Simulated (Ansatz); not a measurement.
# BrH2OSi: the cost of one run

Program: Ansatz 0.2.0. Level of theory: UKS PBE-D4/def2-SVPD. These are calculated values, not measurements.

### 1 Starting point

Bond lengths: O1–Si2 1.672 Å, Si2–Br3 2.522 Å, O1–H4 0.959 Å, Si2–H5 1.513 Å. Angles: O1–Si2–Br3 100.3°, O1–Si2–H5 100.6°, Br3–Si2–H5 89.3°, Si2–O1–H4 118.3°.

As a file:

```xyz
5

O    -0.9831   -0.5924   -0.5867
Si    0.5808   -0.0273   -0.7626
Br    1.4881   -0.4904    1.5441
H    -1.4837   -0.3149    0.1832
H     0.3979    1.4250   -0.3780
```

### 2 Relaxing end A

Input file input.yaml:

```yaml
crystal:
  periodic: [false, false, false]
  atoms:
    - { symbol: O, position_ang: [-0.98307, -0.59236, -0.58668] }
    - { symbol: Si, position_ang: [0.58082, -0.02734, -0.76264] }
    - { symbol: Br, position_ang: [1.48805, -0.4904, 1.54409] }
    - { symbol: H, position_ang: [-1.4837, -0.31486, 0.18323] }
    - { symbol: H, position_ang: [0.3979, 1.42497, -0.37801] }
total_charge: -1
magnetization:
  spin_polarized: true
basis:
  gaussian: { orbitals: def2-SVPD }
hamiltonian:
  xc: pbe
  dispersion: d4
relax:
  f_tol: 0.02
  max_steps: 50
```

Started as:

```bash
$ ansatz run input.yaml --threads 2 --pin off --max-ram 3072MiB --backend cpu --events-out ev --progress --plain --runs-dir out
```

What time and memory should one allow on 2 threads of AMD EPYC 7R43 (Zen 3), shared host?

About 16 s, with a peak of 0.18 GiB.
